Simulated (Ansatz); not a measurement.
# AlH7O3Si2: a ladder of functionals and wavefunction methods

An exercise on one series of results from a longer session: the logs are not shown, and one member is left open.

Computed with Ansatz 0.2.0, Gaussian basis. Level: functionals in def2-TZVPP, the program's frozen cores in correlated methods.

The runs, in order: LDA (SPW92), PBE-D4, revPBE-D4, BLYP-D4, r2SCAN-D4, B97M-V, PBE0-D4, B3LYP-D4, r2SCANh-D4, r2SCAN0-D4, HSE06-D4, BHLYP-D4, CAM-B3LYP-D4, LC-ωPBE, ωB97X-V, ωB97M-V, B2PLYP, PBE-QIDH; CCSD(T)/def2-SVP; CCSD(T)/def2-TZVPP; MP2/def2-QZVPP; extrapolation to the limit; RPA on PBE.

## Structure used throughout

The geometry comes from an earlier relaxation with PBE0-D4 in a triple-zeta def2 set; it is a stationary point, not always the lowest conformer.

13 atoms, charge 0, spin multiplicity 1.

Atoms are counted from 1 here; the program's logs count them from 0.

Bond lengths: O1–Al2 1.684 Å, O1–H7 0.956 Å, Al2–O3 1.669 Å, Al2–O5 1.675 Å, O3–Si4 1.623 Å, Si4–H8 1.487 Å, Si4–H9 1.487 Å, Si4–H10 1.487 Å, O5–Si6 1.625 Å, Si6–H11 1.487 Å, Si6–H12 1.488 Å, Si6–H13 1.487 Å. Angles: Al2–O1–H7 122.4°, O1–Al2–O3 118.6°, O1–Al2–O5 121.1°, O3–Al2–O5 120.3°, Al2–O3–Si4 168.1°, O3–Si4–H8 109.7°, O3–Si4–H9 110.2°, O3–Si4–H10 110.4°, H8–Si4–H9 108.8°, H8–Si4–H10 108.8°, H9–Si4–H10 108.9°, Al2–O5–Si6 161.4°, O5–Si6–H11 109.7°, O5–Si6–H12 110.9°, O5–Si6–H13 109.7°, H11–Si6–H12 108.8°, H11–Si6–H13 108.9°, H12–Si6–H13 108.8°.

Set-up of the first run:

The input, in.yaml:

```yaml
crystal:
  periodic: [false, false, false]
  atoms:
    - {symbol: O, position_ang: [1.487619, 1.691729, -1.443258]}
    - {symbol: Al, position_ang: [0.481946, 0.652758, -0.579519]}
    - {symbol: O, position_ang: [1.159354, -0.321350, 0.594210]}
    - {symbol: Si, position_ang: [2.106376, -1.117844, 1.644932]}
    - {symbol: O, position_ang: [-1.164406, 0.590975, -0.883935]}
    - {symbol: Si, position_ang: [-2.732403, 0.172478, -0.797456]}
    - {symbol: H, position_ang: [1.157763, 2.271899, -2.127076]}
    - {symbol: H, position_ang: [1.316285, -2.172526, 2.333077]}
    - {symbol: H, position_ang: [2.644488, -0.179198, 2.665229]}
    - {symbol: H, position_ang: [3.244200, -1.759067, 0.933727]}
    - {symbol: H, position_ang: [-3.190000, -0.330033, -2.119843]}
    - {symbol: H, position_ang: [-2.943121, -0.893000, 0.219216]}
    - {symbol: H, position_ang: [-3.547800, 1.358580, -0.424604]}
basis:
  gaussian: {orbitals: def2-TZVPP}
hamiltonian: {xc: lda}
output: {orbitals: {seedname: orbitals}}
```

Command:

```console
> ansatz run in.yaml --threads 4 --pin off --events-out ev --progress --plain --max-ram 11315MiB
```

Steps of the session up to this table: LDA; PBE-D4 (GGA); revPBE-D4 (GGA); BLYP-D4 (GGA); r2SCAN-D4 (meta-GGA); B97M-V (meta-GGA); B3LYP-D4 (hybrid); r2SCANh-D4 (hybrid); r2SCAN0-D4 (hybrid); HSE06-D4 (hybrid); BHLYP-D4 (hybrid); CAM-B3LYP-D4 (range-separated); LC-ωPBE (range-separated); ωB97X-V (range-separated); ωB97M-V (range-separated); B2PLYP (double hybrid); PBE-QIDH (double hybrid).

One table of the session follows, with a row left open; its other results are not shown here.

It belongs to the step «Orbital energies across the functionals». 

| functional | HOMO (eV) | gap (eV) |
| --- | --- | --- |
| LDA (SPW92) | -7.32 | 5.36 |
| PBE-D4 | -7.23 | 5.52 |
| revPBE-D4 | -7.18 | 5.62 |
| BLYP-D4 | -7.14 | 5.50 |
| r2SCAN-D4 | -7.58 | 6.34 |
| B97M-V | -7.70 | 6.06 |
| PBE0-D4 | -8.68 | 7.85 |
| B3LYP-D4 | ? | ? |
| r2SCANh-D4 | -8.12 | 7.15 |
| r2SCAN0-D4 | -8.93 | 8.36 |
| HSE06-D4 | -8.28 | 7.07 |
| BHLYP-D4 | -10.08 | 10.00 |
| CAM-B3LYP-D4 | -10.12 | 10.15 |
| LC-ωPBE | -11.47 | 12.81 |
| ωB97X-V | -11.14 | 12.22 |
| ωB97M-V | -11.00 | 11.73 |

**Question.** Estimate the row for B3LYP-D4.

Worked estimate for «HOMO (eV)». Against the share of exact exchange, BLYP-D4 (0, -7.14), BHLYP-D4 (0.5, -10.08) give a slope of -5.88 per unit share; at 0.2 the line stands at -8.32.

**Answer.** HOMO (eV): -8.47; gap (eV): 7.35. In «HOMO (eV)» the line misses by +0.15.
